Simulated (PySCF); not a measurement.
# BiB: from the state search to spectroscopic constants

Aim: find the lowest electronic state of BiB, scan its bond at several levels of theory, and get bond length, wavenumber and dissociation energy from each curve.

Method: Bi def2-SVP with ECP60, B def2-SVP, scalar-relativistic core potentials; program: PySCF 2.14.0.

### 1 Set-up

The job is set up so:

| Property | Result |
| --- | --- |
| atoms | Bi, B |
| charge | 0 |
| basis | Bi def2-SVP with ECP60, B def2-SVP |
| Hamiltonian | scalar-relativistic core potentials |
| basis functions | 40 |
| electrons treated | 28 |
| masses in u | 208.9804, 11.0093 |
| levels | PBE0, PBE, r²SCAN, LDA, MN15, M06-2X, LC-ωPBE, HF, MP2, SCS-MP2, CCSD, CCSD(T) |
| grid | 80 radial by 434 angular points |
| occupations | held fixed by the projection of orbital angular momentum |
| dissociation limit | Bi + B, each in its ground configuration |
| starting distance in angstrom | 2.275 |
| values of 2S to try | 0, 2, 4 |

The runs that follow: The PBE0 curve of the state that the search chose; Other states along the same grid; PBE; r²SCAN (meta-GGA); LDA; MN15; M06-2X (hybrid meta-GGA); LC-ωPBE (range-separated hybrid); UHF (mean field); Adding correlation.

Before running it: what results should come out? Wanted: for each run, Re; ωe; De; μ.

As calculated:

Lowest PBE0 solution found, without spin–orbit coupling: ³Π (triplet), unpaired electrons σ ↑, π ↑. State 2 has its PBE0 minimum 0.14 eV higher, as a spin-mixed determinant (⟨S²⟩ = 1.06), so this is no gap between pure states. State 3 has its PBE0 minimum 0.45 eV higher. State 4 has its PBE0 minimum 0.73 eV higher, as a spin-mixed determinant (⟨S²⟩ = 1.00), so this is no gap between pure states. The other levels ran on the lowest alone.

```
  level  Re (Å)  ωe (cm⁻¹)  De (eV)  μ (D)
    LDA   2.136        635     3.21  -1.33
    PBE   2.162        608     2.55  -1.43
 r²SCAN   2.148        629     2.23  -1.19
   PBE0   2.139        635     2.16  -1.26
   MN15   2.139        621     2.19  -0.89
 M06-2X   2.139        611     1.51  -0.98
LC-ωPBE   2.101        672     1.67  -1.13
```

De is counted to Bi + B in their ground configurations. A positive dipole means Bi(−)B(+). No constants: UHF (the points don't follow one smooth fit); UHF-MP2 (the points don't follow one smooth fit); UHF-SCS-MP2 (the points don't follow one smooth fit); UHF-CCSD (the points don't follow one smooth fit); UHF-CCSD(T) (the points don't follow one smooth fit).

In words: Bond lengths run from 2.101 Å (LC-ωPBE) to 2.162 Å (PBE). Among the levels with a De in the table, it runs from 1.51 eV (M06-2X) to 3.21 eV (LDA).

Correlated steps freeze 5 core orbitals. These are scalar-relativistic numbers at best; spin–orbit coupling would shift them, the dissociation energy most. T1 is 0.035 near the minimum (highest on the curve 0.059), which may point to more than one leading configuration. At some levels the lowest empty orbital lies below the highest filled one (the two can be of opposite spin). With spin–orbit coupling the term label itself may not hold.
